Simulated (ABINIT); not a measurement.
# TiGe (Fd-3m) in ABINIT: further runs

Aim: see how the results for TiGe move with the level of theory and the settings. Levels: LDA-PZ, PBE. Tasks: single point.

Program: ABINIT 10.8.3 (patched build). These are calculated values, not measurements. Logs are shortened: lines on timing, memory, paths and dates and some standing lists are left out, and cuts for length are marked. The log counts tension as positive stress, the text compression.

### Step 1. The structure

The structure is cubic, space group Fd-3m (No. 227). Conventional cell: a = 6.454 Å, b = 6.454 Å, c = 6.454 Å, α = 90.00°, β = 90.00°, γ = 90.00°. Ti (site symmetry -43m) has 4 Ti at 2.79 Å and 4 Ge at 2.79 Å as nearest neighbours. Ge (site symmetry -43m) is surrounded by 4 Ge at 2.79 Å and 4 Ti at 2.79 Å.

The cell was built by a generator and needn't be a form met in nature.

### Step 2. Single point, LDA-PZ

File run.abi:

```
pp_dirpath "./"
pseudos "Ti.upf, Ge.upf"

acell 3*1.0
rprim
     0.0000000000     6.0983162795     6.0983162795
     6.0983162795     0.0000000000     6.0983162795
     6.0983162795     6.0983162795     0.0000000000
ntypat 2
znucl 22 32
natom 4
typat 1 1 2 2
xcart
     3.0491581398     3.0491581398     3.0491581398
     0.0000000000     0.0000000000     0.0000000000
     9.1474744193     9.1474744193     9.1474744193
     6.0983162795     6.0983162795     6.0983162795

ecut 42.0

kptopt 1
ngkpt 5 5 5
nshiftk 1
shiftk 0.0 0.0 0.0

ixc 2

nband 32
occopt 3
tsmear 0.00183747

nstep 100
tolvrs 1.0e-10

iomode 3
prtwf 0
prtden 0
prteig 0
prtebands 0
```

Potentials or basis: PseudoDojo NC SR LDA v0.4.1 standard.

Command:

```
$ abinit run.abi > log 2>&1
```

run.abo:

```text
.Version 10.8.3 of ABINIT
 Symmetries : space group Fd -3 m (#227); Bravais cF (face-center cubic)
================================================================================
 Values of the parameters that define the memory need of the present run
     intxc =       0    ionmov =       0      iscf =       7    lmnmax =       6
     lnmax =       6     mgfft =      54  mpssoang =       3    mqgrid =    3001
     natom =       4  nloc_mem =       1    nspden =       1   nspinor =       1
    nsppol =       1      nsym =      48    n1xccc =    2501    ntypat =       2
    occopt =       3   xclevel =       1
       mpw =        5927          nfft =      157464          nkpt =          10
================================================================================
================================================================================

--------------------------------------------------------------------------------
------------- Echo of variables that govern the present computation ------------
--------------------------------------------------------------------------------
 -outvars: echo values of preprocessed input variables --------
            acell      1.0000000000E+00  1.0000000000E+00  1.0000000000E+00 Bohr
              amu      4.78800000E+01  7.26100000E+01
             ecut      4.20000000E+01 Hartree
              ixc           2
         kptrlatt        5    0    0      0    5    0      0    0    5
          kptrlen      4.31216080E+01
            natom           4
            nband          32
            ngfft          54      54      54
             nkpt          10
            nstep         100
             nsym          48
           ntypat           2
           occopt           3
           prtden           0
        prtebands           0
           prteig           0
            prtwf           0
            rprim      0.0000000000E+00  6.0983162795E+00  6.0983162795E+00
                       6.0983162795E+00  0.0000000000E+00  6.0983162795E+00
                       6.0983162795E+00  6.0983162795E+00  0.0000000000E+00
          spgroup         227
           tolvrs      1.00000000E-10
           tsmear      1.83747000E-03 Hartree
            typat      1  1  2  2
           xangst      1.6135449989E+00  1.6135449989E+00  1.6135449989E+00
                       1.3229450665E-11  1.3229450665E-11  1.3229450665E-11
                       4.8406349967E+00  4.8406349967E+00  4.8406349967E+00
                       3.2270899978E+00  3.2270899978E+00  3.2270899978E+00
            xcart      3.0491581398E+00  3.0491581398E+00  3.0491581398E+00
                       2.5000038553E-11  2.5000038553E-11  2.5000038553E-11
                       9.1474744193E+00  9.1474744193E+00  9.1474744193E+00
                       6.0983162795E+00  6.0983162795E+00  6.0983162795E+00
             xred      2.5000000000E-01  2.5000000000E-01  2.5000000000E-01
                       2.0497492592E-12  2.0497492592E-12  2.0497492592E-12
                       7.5000000000E-01  7.5000000000E-01  7.5000000000E-01
                       5.0000000000E-01  5.0000000000E-01  5.0000000000E-01
[... 143 lines left out ...]
    2      0.00000000000000    -0.00000000000000     0.00000000000000
    3     -0.00000000000000     0.00000000000000    -0.00000000000000
    4      0.00000000000000     0.00000000000000    -0.00000000000000
 frms,max,avg= 2.8953582E-29 6.4840279E-29   0.000E+00  0.000E+00  0.000E+00 h/b

 cartesian forces (eV/Angstrom) at end:
    1     -0.00000000000000     0.00000000000000    -0.00000000000000
    2      0.00000000000000    -0.00000000000000     0.00000000000000
    3     -0.00000000000000     0.00000000000000    -0.00000000000000
    4      0.00000000000000     0.00000000000000    -0.00000000000000
 frms,max,avg= 1.4888530E-27 3.3342212E-27   0.000E+00  0.000E+00  0.000E+00 e/A
 length scales=  1.000000000000  1.000000000000  1.000000000000 bohr
              =  0.529177210544  0.529177210544  0.529177210544 angstroms
 Fermi (or HOMO) energy (hartree) =   0.30228   Average Vxc (hartree)=  -0.44805
 Eigenvalues (hartree) for nkpt=  10  k points:
 kpt#   1, nband= 32, wtk=  0.00800, kpt=  0.0000  0.0000  0.0000 (reduced coord)
  -1.75892   -1.75392   -0.90176   -0.90176   -0.90176   -0.89202   -0.89202   -0.89202
  -0.59250   -0.59250   -0.59250   -0.59182   -0.59182   -0.58930   -0.58930   -0.58930
  -0.58894   -0.58894   -0.12774    0.16644    0.21471    0.21471    0.21471    0.25156
   0.25156    0.25156    0.26973    0.26973    0.38436    0.38438    0.38444    0.40429
      occupation numbers for kpt#   1
   2.00000    2.00000    2.00000    2.00000    2.00000    2.00000    2.00000    2.00000
   2.00000    2.00000    2.00000    2.00000    2.00000    2.00000    2.00000    2.00000
   2.00000    2.00000    2.00000    2.00000    2.00000    2.00000    2.00000    2.00000
   2.00000    2.00000    2.00000    2.00000    0.00000    0.00000    0.00000    0.00000
 prteigrs : prtvol=0 or 1, do not print more k-points.

--- !EnergyTerms
iteration_state     : {dtset: 1, }
comment             : Components of total free energy in Hartree
kinetic             :  1.81351077339132E+02
hartree             :  6.65105838997427E+01
xc                  : -6.02510417689169E+01
Ewald energy        : -2.02278133600563E+02
psp_core            :  1.03496344862600E+01
local_psp           : -2.00600725596739E+02
non_local_psp       : -9.22142447834762E+01
internal            : -2.97132850024560E+02
'-kT*entropy'       : -1.56283049377090E-03
total_energy        : -2.97134412855054E+02
total_energy_eV     : -8.08543927517166E+03
band_energy         : -2.68738121668356E+01
...

 Cartesian components of stress tensor (hartree/bohr^3)
  sigma(1 1)=  2.53187191E-04  sigma(3 2)=  0.00000000E+00
  sigma(2 2)=  2.53187191E-04  sigma(3 1)=  0.00000000E+00
  sigma(3 3)=  2.53187191E-04  sigma(2 1)=  0.00000000E+00

-Cartesian components of stress tensor (GPa)         [Pressure= -7.4490E+00 GPa]
- sigma(1 1)=  7.44902434E+00  sigma(3 2)=  0.00000000E+00
- sigma(2 2)=  7.44902434E+00  sigma(3 1)=  0.00000000E+00
- sigma(3 3)=  7.44902434E+00  sigma(2 1)=  0.00000000E+00

== END DATASET(S) ==============================================================
================================================================================

 -outvars: echo values of variables after computation  --------
            acell      1.0000000000E+00  1.0000000000E+00  1.0000000000E+00 Bohr
           etotal     -2.9713441286E+02
            fcart     -8.3327573791E-30  1.6503818302E-29 -2.4545522060E-29
                       2.1721223957E-29 -4.4509644526E-29  6.4840278959E-29
                      -1.9371235460E-29  2.7542296382E-29 -3.5584000140E-29
                       5.9827688815E-30  4.6352984127E-31 -4.7107567589E-30
            rprim      0.0000000000E+00  6.0983162795E+00  6.0983162795E+00
                       6.0983162795E+00  0.0000000000E+00  6.0983162795E+00
                       6.0983162795E+00  6.0983162795E+00  0.0000000000E+00
           strten      2.5318719098E-04  2.5318719098E-04  2.5318719098E-04
                       0.0000000000E+00  0.0000000000E+00  0.0000000000E+00
           xangst      1.6135449989E+00  1.6135449989E+00  1.6135449989E+00
                       1.3229450665E-11  1.3229450665E-11  1.3229450665E-11
                       4.8406349967E+00  4.8406349967E+00  4.8406349967E+00
                       3.2270899978E+00  3.2270899978E+00  3.2270899978E+00
             xred      2.5000000000E-01  2.5000000000E-01  2.5000000000E-01
                       2.0497492592E-12  2.0497492592E-12  2.0497492592E-12
                       7.5000000000E-01  7.5000000000E-01  7.5000000000E-01
                       5.0000000000E-01  5.0000000000E-01  5.0000000000E-01
 Calculation completed.
```

Run time: 5.3 min. Hardware: 1 thread of Intel Xeon Platinum 8175M at 2.50GHz (Skylake/Cascade Lake), shared host; peak memory 0.12 GiB.

What came out:

| Quantity | Value |
| --- | --- |
| Free energy | -8085.4393 eV |
| Pressure | -7.4 GPa |
| Band gap on the k mesh | none (metal or under the smearing width) |
| Valence electrons inside the program's atomic spheres | Ti 9.57; Ge 11.53, 11.52 |

Levels at points of the mesh, in eV from the Fermi level:
| k point | band 22 | band 23 | band 24 | band 25 | band 26 | band 27 | band 28 | band 29 | band 30 | band 31 |
| --- | --- | --- | --- | --- | --- | --- | --- | --- | --- | --- |
| (0.00, 0.00, 0.00) | -2.38 | -2.38 | -1.38 | -1.38 | -1.38 | -0.89 | -0.89 | 2.23 | 2.23 | 2.24 |

### Step 3. Single point, PBE (cell squeezed)

File run.abi:

```
pp_dirpath "./"
pseudos "Ti.upf, Ge.upf"

acell 8.3879188123 8.3879188123 8.3879188123
rprim
     0.0000000000     0.7071067812     0.7071067812
     0.7071067812     0.0000000000     0.7071067812
     0.7071067812     0.7071067812     0.0000000000
ntypat 2
znucl 22 32
natom 4
typat 1 1 2 2
xred
     0.2500000000     0.2500000000     0.2500000000
     0.0000000000     0.0000000000     0.0000000000
     0.7500000000     0.7500000000     0.7500000000
     0.5000000000     0.5000000000     0.5000000000
chkprim 0
chksymtnons 0
tolsym 1.0e-6

ecut 38.0

kptopt 1
ngkpt 5 5 5
nshiftk 1
shiftk 0.0 0.0 0.0

ixc 11

nband 32
occopt 3
tsmear 0.00183747

nstep 100
tolvrs 1.0e-10

iomode 3
prtwf 0
prtden 0
prteig 0
prtebands 0
enunit 2
```

Potentials or basis: PseudoDojo NC SR PBE v0.5 standard.

Command:

```
$ abinit run.abi > log 2>&1
```

run.abo:

```text
.Version 10.8.3 of ABINIT
 Symmetries : space group Fd -3 m (#227); Bravais cF (face-center cubic)
================================================================================
 Values of the parameters that define the memory need of the present run
     intxc =       0    ionmov =       0      iscf =       7    lmnmax =       6
     lnmax =       6     mgfft =      48  mpssoang =       3    mqgrid =    3001
     natom =       4  nloc_mem =       1    nspden =       1   nspinor =       1
    nsppol =       1      nsym =      48    n1xccc =    2501    ntypat =       2
    occopt =       3   xclevel =       2
       mpw =        4696          nfft =      110592          nkpt =          10
================================================================================
================================================================================

--------------------------------------------------------------------------------
------------- Echo of variables that govern the present computation ------------
--------------------------------------------------------------------------------
 -outvars: echo values of preprocessed input variables --------
            acell      8.3879188123E+00  8.3879188123E+00  8.3879188123E+00 Bohr
              amu      4.78800000E+01  7.26100000E+01
          chkprim           0
      chksymtnons           0
             ecut      3.80000000E+01 Hartree
           enunit           2
              ixc          11
         kptrlatt        5    0    0      0    5    0      0    0    5
          kptrlen      4.19395941E+01
            natom           4
            nband          32
            ngfft          48      48      48
             nkpt          10
            nstep         100
             nsym          48
           ntypat           2
           occopt           3
           prtden           0
        prtebands           0
           prteig           0
            prtwf           0
            rprim      0.0000000000E+00  7.0710678120E-01  7.0710678120E-01
                       7.0710678120E-01  0.0000000000E+00  7.0710678120E-01
[... 184 lines left out ...]
  -0.54809   -0.54809   -0.54809   -0.54736   -0.54736   -0.54409   -0.54409   -0.54409
  -0.54361   -0.54361   -0.10152    0.23321    0.25117    0.25117    0.25117    0.29186
   0.29186    0.29186    0.31044    0.31044    0.43944    0.43944    0.43946    0.46093
      occupation numbers for kpt#   1
   2.00000    2.00000    2.00000    2.00000    2.00000    2.00000    2.00000    2.00000
   2.00000    2.00000    2.00000    2.00000    2.00000    2.00000    2.00000    2.00000
   2.00000    2.00000    2.00000    2.00000    2.00000    2.00000    2.00000    2.00000
   2.00000    2.00000    2.00000    2.00000    0.00000    0.00000    0.00000    0.00000
 prteigrs : prtvol=0 or 1, do not print more k-points.

 Fermi (or HOMO) energy (eV) =   9.50515   Average Vxc (eV)= -12.31433
 Eigenvalues (   eV  ) for nkpt=  10  k points:
 kpt#   1, nband= 32, wtk=  0.00800, kpt=  0.0000  0.0000  0.0000 (reduced coord)
 -46.99379  -46.81412  -23.40391  -23.40391  -23.40391  -23.07525  -23.07525  -23.07525
 -14.91433  -14.91433  -14.91433  -14.89454  -14.89454  -14.80531  -14.80531  -14.80531
 -14.79235  -14.79235   -2.76262    6.34592    6.83475    6.83475    6.83475    7.94181
   7.94181    7.94181    8.44746    8.44746   11.95790   11.95790   11.95818   12.54262
 prteigrs : prtvol=0 or 1, do not print more k-points.

--- !EnergyTerms
iteration_state     : {dtset: 1, }
comment             : Components of total free energy in Hartree
kinetic             :  1.82011665916353E+02
hartree             :  6.36056641076844E+01
xc                  : -6.13329705709673E+01
Ewald energy        : -2.07979084421640E+02
psp_core            :  1.13627188188451E+01
local_psp           : -1.91579632502541E+02
non_local_psp       : -9.34230659968770E+01
internal            : -2.97334704649143E+02
'-kT*entropy'       : -1.56312080866888E-03
total_energy        : -2.97336267769952E+02
total_energy_eV     : -8.09093202722659E+03
band_energy         : -2.46954421574368E+01
...

 Cartesian components of stress tensor (hartree/bohr^3)
  sigma(1 1)= -3.24699857E-04  sigma(3 2)=  0.00000000E+00
  sigma(2 2)= -3.24699857E-04  sigma(3 1)=  0.00000000E+00
  sigma(3 3)= -3.24699857E-04  sigma(2 1)=  0.00000000E+00

-Cartesian components of stress tensor (GPa)         [Pressure=  9.5530E+00 GPa]
- sigma(1 1)= -9.55299960E+00  sigma(3 2)=  0.00000000E+00
- sigma(2 2)= -9.55299960E+00  sigma(3 1)=  0.00000000E+00
- sigma(3 3)= -9.55299960E+00  sigma(2 1)=  0.00000000E+00

== END DATASET(S) ==============================================================
================================================================================

 -outvars: echo values of variables after computation  --------
            acell      8.3879188123E+00  8.3879188123E+00  8.3879188123E+00 Bohr
           etotal     -2.9733626777E+02
            fcart      5.6747917427E-30 -5.6747917427E-30  5.6747917427E-30
                       5.6747917427E-30 -5.6747917427E-30  5.6747917427E-30
                       1.7591854402E-28  5.6747917427E-30 -1.8726812751E-28
                      -1.8726812751E-28  5.6747917427E-30  1.7591854402E-28
            rprim      0.0000000000E+00  7.0710678120E-01  7.0710678120E-01
                       7.0710678120E-01  0.0000000000E+00  7.0710678120E-01
                       7.0710678120E-01  7.0710678120E-01  0.0000000000E+00
           strten     -3.2469985670E-04 -3.2469985670E-04 -3.2469985670E-04
                       0.0000000000E+00  0.0000000000E+00  0.0000000000E+00
           xangst      1.5693158366E+00  1.5693158366E+00  1.5693158366E+00
                       0.0000000000E+00  0.0000000000E+00  0.0000000000E+00
                       4.7079475097E+00  4.7079475097E+00  4.7079475097E+00
                       3.1386316731E+00  3.1386316731E+00  3.1386316731E+00
             xred      2.5000000000E-01  2.5000000000E-01  2.5000000000E-01
                       0.0000000000E+00  0.0000000000E+00  0.0000000000E+00
                       7.5000000000E-01  7.5000000000E-01  7.5000000000E-01
                       5.0000000000E-01  5.0000000000E-01  5.0000000000E-01
 Calculation completed.
```

It took 4.7 min on 1 thread of Intel Xeon Platinum 8175M at 2.50GHz (Skylake/Cascade Lake), shared host; peak memory 0.11 GiB.

What came out:

| Quantity | Value |
| --- | --- |
| Free energy | -8090.9320 eV |
| Pressure | 9.6 GPa |
| Band gap on the k mesh | none (metal or under the smearing width) |
| Valence electrons inside the program's atomic spheres | Ti 9.61; Ge 11.54 |

Levels at points of the mesh, in eV from the Fermi level:
```csv
k point,band 23,band 24,band 25,band 26,band 27,band 28,band 29,band 30
"(0.00, 0.00, 0.00)",-2.67,-1.56,-1.56,-1.56,-1.06,-1.06,2.45,2.45
```
